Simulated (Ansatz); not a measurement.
# PrOs2C: the cost of one run

Program: Ansatz 0.2.0. Level of theory: DFT PBE, scalar-relativistic, plane waves, PAW; 4f electrons in the core of a trivalent norm-conserving potential. These are calculated values, not measurements.

### Step 1. The structure to begin with

It takes space group I4/mmm (No. 139, tetragonal). The conventional cell has a = 4.385 Å, b = 4.385 Å, c = 4.986 Å, α = 90.00°, β = 90.00°, γ = 90.00°. Around Pr (site symmetry 4/mmm) lie 2 C at 2.49 Å and 8 Os at 2.52 Å. Around Os (site symmetry -4m2) lie 2 Os at 2.49 Å and 4 Pr at 2.52 Å and 4 C at 2.52 Å. C (site symmetry 4/mmm) has 2 Pr at 2.49 Å and 8 Os at 2.52 Å in its first shell of neighbours.

As a file:

```cif
data_structure
_symmetry_space_group_name_H-M 'P 1'
_symmetry_Int_Tables_number 1
_cell_length_a 3.9788
_cell_length_b 3.9788
_cell_length_c 3.9788
_cell_angle_alpha 113.116
_cell_angle_beta 113.116
_cell_angle_gamma 102.404
_cell_volume 47.94
loop_
_atom_site_label
_atom_site_type_symbol
_atom_site_fract_x
_atom_site_fract_y
_atom_site_fract_z
_atom_site_occupancy
Pr1 Pr 0.00000 0.00000 0.00000 1
Os1 Os 0.75000 0.25000 0.50000 1
Os2 Os 0.25000 0.75000 0.50000 1
C1 C 0.50000 0.50000 0.00000 1
```

Recipe of the guess: random cell by space group and Wyckoff sites (I4/mmm, No. 139). Its size is a rough estimate.

### Step 2. Probe: one point on a coarse mesh

The input, input.yaml:

```yaml
crystal:
  lattice:
    - [-2.19266326, 2.19266326, 2.49301482]
    - [2.19266326, -2.19266326, 2.49301482]
    - [2.19266326, 2.19266326, -2.49301482]
  atoms:
    - { symbol: Pr, position: [0.0, 0.0, 0.0] }
    - { symbol: Os, position: [0.75, 0.25, 0.5] }
    - { symbol: Os, position: [0.25, 0.75, 0.5] }
    - { symbol: C, position: [0.5, 0.5, 0.0] }
basis:
  ecutwfc: 660
kpoints:
  mp_grid: { grid: [6, 6, 6] }
hamiltonian:
  xc: pbe
  pseudopotentials:
    kind: paw
    azcp: { Pr: "pseudopotentials/pbe/nc/lanthanide_3plus/Pr.nc.azcp" }
scf:
  occupations: { method: gaussian, width: 0.1 }
  lower_state_search: "off"
output:
  forces: true
  stress: true
  eigenvalues: true
```

Command:

```
$ ansatz run input.yaml --threads 1 --pin off --max-ram 2560MiB --backend cpu --events-out ev --progress --plain --runs-dir out
```

What time and memory should one allow on 1 thread of Arm Neoverse N1, shared host?

About 8.1 s, with a peak of 0.35 GiB.
